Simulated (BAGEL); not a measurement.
# GeSiH5 (SMILES [SiH2][GeH3]) at UHF/aug-cc-pVDZ (density fitting with qzvpp-jkfit)

Aim: the vertical doublet–quartet gap of GeSiH5 at UHF/aug-cc-pVDZ (density fitting with qzvpp-jkfit), from 2 runs. 

Program for the calculation: BAGEL 1.2.2.

2 further runs of the same task are left out: 2 set aside as unsound or not needed.

### 1 The molecule

The species is GeSiH5 (7 atoms), meant as a doublet with charge 0. As SMILES, `[SiH2][GeH3]`. The shape is that of a PBE0-D4/def2-TZVP optimisation.

Bond lengths: Si1–Ge2 2.370 Å, Si1–H3 1.489 Å, Si1–H4 1.489 Å, Ge2–H5 1.537 Å, Ge2–H6 1.541 Å, Ge2–H7 1.537 Å. Angles: Si1–Ge2–H5 109.6°, Si1–Ge2–H6 112.0°, Si1–Ge2–H7 109.7°, Ge2–Si1–H3 113.4°, Ge2–Si1–H4 113.3°, H5–Ge2–H6 108.4°, H5–Ge2–H7 108.7°, H6–Ge2–H7 108.4°, H3–Si1–H4 109.6°.

### 2 A single-point energy at UHF/aug-cc-pVDZ (density fitting with qzvpp-jkfit)

Input file input.json:

```json
{ "bagel": [

{
  "title": "molecule",
  "basis": "aug-cc-pvdz.json",
  "df_basis": "qzvpp-jkfit",
  "angstrom": true,
  "geometry": [
    { "atom": "Si", "xyz": [      -0.094700,      -1.423600,      -0.163400 ] },
    { "atom": "Ge", "xyz": [       0.288700,       0.914700,      -0.097700 ] },
    { "atom": "H", "xyz": [       0.173200,      -2.103400,       1.133900 ] },
    { "atom": "H", "xyz": [      -1.456400,      -1.784700,      -0.645400 ] },
    { "atom": "H", "xyz": [       0.037100,       1.517100,      -1.489000 ] },
    { "atom": "H", "xyz": [      -0.633800,       1.622900,       0.913200 ] },
    { "atom": "H", "xyz": [       1.746900,       1.189100,       0.302700 ] }
  ]
},

{
  "title": "uhf",
  "nopen": 1
},

{
  "title": "print",
  "file": "orbitals.molden",
  "orbitals": true
}

]}
```

The basis set aug-cc-pVDZ is read from a file made from the Basis Set Exchange's data (not shown).

The run is started by

```console
$ BAGEL_NUM_THREADS=1 BAGEL input.json > input.out
```

The program printed:

```text
* using 1 threads per process

  ===============================================================
  ===============================================================

  *** Geometry ***

  { "atom" : "Si", "xyz" : [     -0.178957,     -2.690214,     -0.308781 ] },
  { "atom" : "Ge", "xyz" : [      0.545564,      1.728532,     -0.184626 ] },
  { "atom" : "H", "xyz" : [      0.327301,     -3.974850,      2.142760 ] },
  { "atom" : "H", "xyz" : [     -2.752197,     -3.372594,     -1.219629 ] },
  { "atom" : "H", "xyz" : [      0.070109,      2.866904,     -2.813802 ] },
  { "atom" : "H", "xyz" : [     -1.197708,      3.066837,      1.725698 ] },
  { "atom" : "H", "xyz" : [      3.301163,      2.247073,      0.572020 ] },

  Number of auxiliary basis functions:      484

  Since a DF basis is specified, we compute 2- and 3-index integrals:
    o Being stored without compression. Storage requirement is 0.045 GB

  Number of basis functions:      108
  Number of electrons      :       51

    * METHOD: MOLECULE                             0.29

  *** Open-shell HF ***

  === Nuclear Repulsion ===
   161.8738422395

      * DIIS with orbital gradients will be used.

  === UHF iteration (aug-cc-pvdz.json) ===
      0      -2367.06709054          0.01566830           0.19
      1      -2367.12398313          0.00499625           0.19
      2      -2367.13075988          0.00187155           0.19
      3      -2367.13199061          0.00065971           0.19
      4      -2367.13217373          0.00020884           0.20
      5      -2367.13220609          0.00005428           0.19
      6      -2367.13220989          0.00002211           0.19
      7      -2367.13221109          0.00001105           0.19
      8      -2367.13221150          0.00000395           0.19
      9      -2367.13221154          0.00000100           0.19
     10      -2367.13221155          0.00000041           0.19
     11      -2367.13221155          0.00000013           0.20
     12      -2367.13221155          0.00000004           0.19
     13      -2367.13221155          0.00000001           0.19
     14      -2367.13221155          0.00000001           0.19
    * SCF iteration converged.

    * S^2 (UHF) is 0.7579

    * Permanent dipole moment:
           (    0.007361,     0.008768,    -0.006202) a.u.

    * METHOD: UHF                                  3.14

    * METHOD: PRINT                                0.03

  ===============================================================
```

Wall time 3.6 s (1 thread of Arm Neoverse V1, shared host); peak memory 0.15 GiB.

### 3 The quartet

Input file input.json:

```json
{ "bagel" : [

{
  "title" : "molecule",
  "basis" : "aug-cc-pvdz.json",
  "df_basis" : "qzvpp-jkfit",
  "angstrom" : true,
  "geometry" : [
    { "atom" : "Si", "xyz" : [   -0.094700,   -1.423600,   -0.163400 ] },
    { "atom" : "Ge", "xyz" : [    0.288700,    0.914700,   -0.097700 ] },
    { "atom" : "H", "xyz" : [    0.173200,   -2.103400,    1.133900 ] },
    { "atom" : "H", "xyz" : [   -1.456400,   -1.784700,   -0.645400 ] },
    { "atom" : "H", "xyz" : [    0.037100,    1.517100,   -1.489000 ] },
    { "atom" : "H", "xyz" : [   -0.633800,    1.622900,    0.913200 ] },
    { "atom" : "H", "xyz" : [    1.746900,    1.189100,    0.302700 ] }
  ]
},
{ "title" : "uhf", "nopen" : 3 },
{ "title" : "print", "file" : "orbitals.molden", "orbitals" : true }

]}
```

The basis set aug-cc-pVDZ is read from a file made from the Basis Set Exchange's data (not shown).

The run is started by

```console
$ BAGEL_NUM_THREADS=1 BAGEL input.json > input.out
```

The program printed:

```text
* using 1 threads per process

  ===============================================================
  ===============================================================

  *** Geometry ***

  { "atom" : "Si", "xyz" : [     -0.178957,     -2.690214,     -0.308781 ] },
  { "atom" : "Ge", "xyz" : [      0.545564,      1.728532,     -0.184626 ] },
  { "atom" : "H", "xyz" : [      0.327301,     -3.974850,      2.142760 ] },
  { "atom" : "H", "xyz" : [     -2.752197,     -3.372594,     -1.219629 ] },
  { "atom" : "H", "xyz" : [      0.070109,      2.866904,     -2.813802 ] },
  { "atom" : "H", "xyz" : [     -1.197708,      3.066837,      1.725698 ] },
  { "atom" : "H", "xyz" : [      3.301163,      2.247073,      0.572020 ] },

  Number of auxiliary basis functions:      484

  Since a DF basis is specified, we compute 2- and 3-index integrals:
    o Being stored without compression. Storage requirement is 0.045 GB

  Number of basis functions:      108
  Number of electrons      :       51

    * METHOD: MOLECULE                             0.29

  *** Open-shell HF ***

  === Nuclear Repulsion ===
   161.8738422395

      * DIIS with orbital gradients will be used.

  === UHF iteration (aug-cc-pvdz.json) ===
      0      -2366.76401313          0.02019765           0.19
      1      -2366.85648184          0.00827454           0.19
      2      -2366.87048223          0.00259677           0.19
      3      -2366.87360895          0.00165088           0.19
      4      -2366.87537334          0.00071941           0.19
      5      -2366.87635655          0.00055817           0.19
      6      -2366.87703588          0.00051362           0.19
      7      -2366.87802950          0.00045732           0.19
      8      -2366.87999163          0.00034233           0.19
      9      -2366.87948455          0.00035088           0.19
[... 37 lines of this table left out ...]
     47      -2366.88095541          0.00000001           0.20
     48      -2366.88095541          0.00000001           0.19
     49      -2366.88095541          0.00000001           0.19
     50      -2366.88095541          0.00000001           0.19
    * SCF iteration converged.

    * S^2 (UHF) is 3.7621

    * Permanent dipole moment:
           (    0.007074,     0.127030,     0.015719) a.u.

    * METHOD: UHF                                  9.96

    * METHOD: PRINT                                0.03

  ===============================================================
```

Run time: 11 s. Hardware: 1 thread of Arm Neoverse V1, shared host; peak memory 0.15 GiB.

### 4 Outcome

Level: UHF/aug-cc-pVDZ (density fitting with qzvpp-jkfit).

| quantity | value |
| --- | --- |
| doublet: total energy | -2367.13221 Eh |
| doublet: dipole moment | 0.03 D |
| doublet: ⟨S²⟩ | 0.758 |
| quartet: total energy | -2366.88096 Eh |
| quartet: dipole moment | 0.33 D |
| quartet: ⟨S²⟩ | 3.762 |
| vertical energy of the quartet above the doublet | 6.837 eV |

At this shape the quartet lies 6.84 eV (660 kJ/mol) above the doublet.
